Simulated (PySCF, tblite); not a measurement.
# C4H11BS: geometry, infrared bands and NMR shifts

Wanted: the infrared bands and NMR shifts of C4H11BS (`B[C@H](C)CSC`), by calculation.

Programs: tblite 0.8.0 and PySCF 2.14.0, with density-fitted response routines of our own. Each step states its level of theory. These are calculated values for one molecule in the gas phase, unless marked as measured. Atoms are numbered from 0 throughout.

## (1) Starting geometry

17 atoms, charge 0, multiplicity 1; geometry from: force field or distance geometry start.

Bonds of the start (Å): B0–C1 1.58, C1–C2 1.55, C1–C3 1.49, C3–S4 1.81, S4–C5 1.82, B0–H6 1.20, B0–H7 1.19, C1–H8 1.12, C2–H9 1.10, C2–H10 1.10, C2–H11 1.11, C3–H12 1.13, C3–H13 1.12, C5–H14 1.12, C5–H15 1.11, C5–H16 1.11.

## (2) Geometry optimisation with GFN2-xTB

What the job is given:

```
{"job": {"kind": "relax", "xc": "GFN2-xTB", "basis": "xTB"}, "charge": 0, "multiplicity": 1}
B      0.202400     1.207300    -0.253800
C      0.707200     0.036600     0.681000
C      2.181900    -0.270900     0.334400
C     -0.089800    -1.209400     0.476200
S     -1.818700    -0.842700     0.879700
C     -2.442300     0.308400    -0.377800
H      0.480500     1.095300    -1.412000
H      0.109300     2.294000     0.227000
H      0.673800     0.364600     1.752100
H      2.490100    -1.175300     0.879700
H      2.758500     0.610500     0.656800
H      2.187000    -0.419600    -0.768700
H      0.264800    -2.063900     1.116600
H     -0.000700    -1.490200    -0.608500
H     -3.498200     0.068600    -0.657400
H     -1.849600     0.141500    -1.299300
H     -2.363200     1.357000    -0.011100
```

Run with:

```bash
> OMP_NUM_THREADS=1 python probes_run.py task.json out
```

This one command runs all jobs of the session in turn.

**Question.** This job is followed by: GFN2-xTB harmonic vibrations, gas phase; GIAO PBE0/pcSseg-1 NMR shielding, non-relativistic, gas phase. Predict these results of the whole session: strongest single infrared mode (GFN2-xTB); zero-point energy (GFN2-xTB); 13C shifts against TMS (PBE0/pcSseg-1); 1H shifts against TMS (PBE0/pcSseg-1, means over atoms taken as alike); 11B shifts against BF3·OEt2 (PBE0/pcSseg-1); 33S shifts against CS2 (PBE0/pcSseg-1).

The runs gave:

```
                                                              quantity                                   value
                             strongest single infrared mode (GFN2-xTB)                    836 cm⁻¹, 204 km/mol
                                          zero-point energy (GFN2-xTB)                           88.5 kcal/mol
                                13C shifts against TMS (PBE0/pcSseg-1)              53.2, 37.6, 28.9, 11.1 ppm
1H shifts against TMS (PBE0/pcSseg-1, means over atoms taken as alike)  7.02, 2.69, 2.61, 1.94, 1.13, 1.03 ppm
                           11B shifts against BF3·OEt2 (PBE0/pcSseg-1)                                75.9 ppm
                                33S shifts against CS2 (PBE0/pcSseg-1)                                 -26 ppm
```

The optimisation took 85 steps and gained 0.583 eV; among the close pairs (by a distance rule), C1–C3 changed most, from 1.493 to 1.533 Å. No mode is imaginary among the 45: a minimum at this level. The strongest single mode, at 836 cm⁻¹, moves mainly H6 and H7. GFN2-xTB is a fitted tight-binding method: band positions and strengths are rough. Its intensities can rank the bands wrongly. At PBE0/pcSseg-1: Shielding is most anisotropic at S4 (span 276 ppm, paramagnetic term -526 ppm).
